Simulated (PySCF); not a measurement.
# C2H8N2Si: the cost of one run

The runs use PySCF 2.14.0, with density-fitted response routines of our own; the level of theory stands in each step. All values are computed, except where a source is named. Atoms are numbered from 0 throughout.

**1. Starting geometry**

13 atoms, charge 0, multiplicity 1; geometry from: GFN2-xTB. The atoms were then displaced at random by about 0.01 Å, so the start is not that level's minimum.

Bonds of the start (Å): C0–C1 1.33, C1–Si2 1.91, Si2–N3 1.70, Si2–N4 1.72, C0–H5 1.06, C0–H6 1.09, C1–H7 1.10, Si2–H8 1.45, N3–H9 1.01, N3–H10 1.05, N4–H11 0.99, N4–H12 1.03.

**2. Optimising the geometry at PBE0-D3(BJ)/def2-SVP**

Job settings and geometry (Å):

```
{"job": {"xc": "PBE0", "basis": "def2-SVP", "d3": "d3bj", "grid": 1, "shake": 0.01, "kind": "geom"}, "charge": 0, "multiplicity": 1}
C      1.823170     0.063750     1.139190
C      1.327100    -0.322570    -0.034710
Si    -0.511500    -0.422770    -0.526070
N     -1.370620    -0.177310     0.923630
N     -1.094990     0.806400    -1.581960
H      2.855460     0.151480     1.352510
H      1.150450     0.387050     1.931270
H      2.065440    -0.598550    -0.799780
H     -0.710410    -1.663370    -1.247340
H     -1.223540    -0.794730     1.714560
H     -2.405800    -0.050510     0.832240
H     -0.721200     0.844970    -2.502170
H     -1.177740     1.759280    -1.211690
```

Run with:

```console
$ OMP_NUM_THREADS=1 python probes_run.py task.json out
```

The driver reads the jobs from task.json and runs them one after another.

**Question.** How long does this first job take on 1 thread of Arm Neoverse N1, shared host, and how much memory does it need?

About 92 s, with a peak of 0.48 GiB.
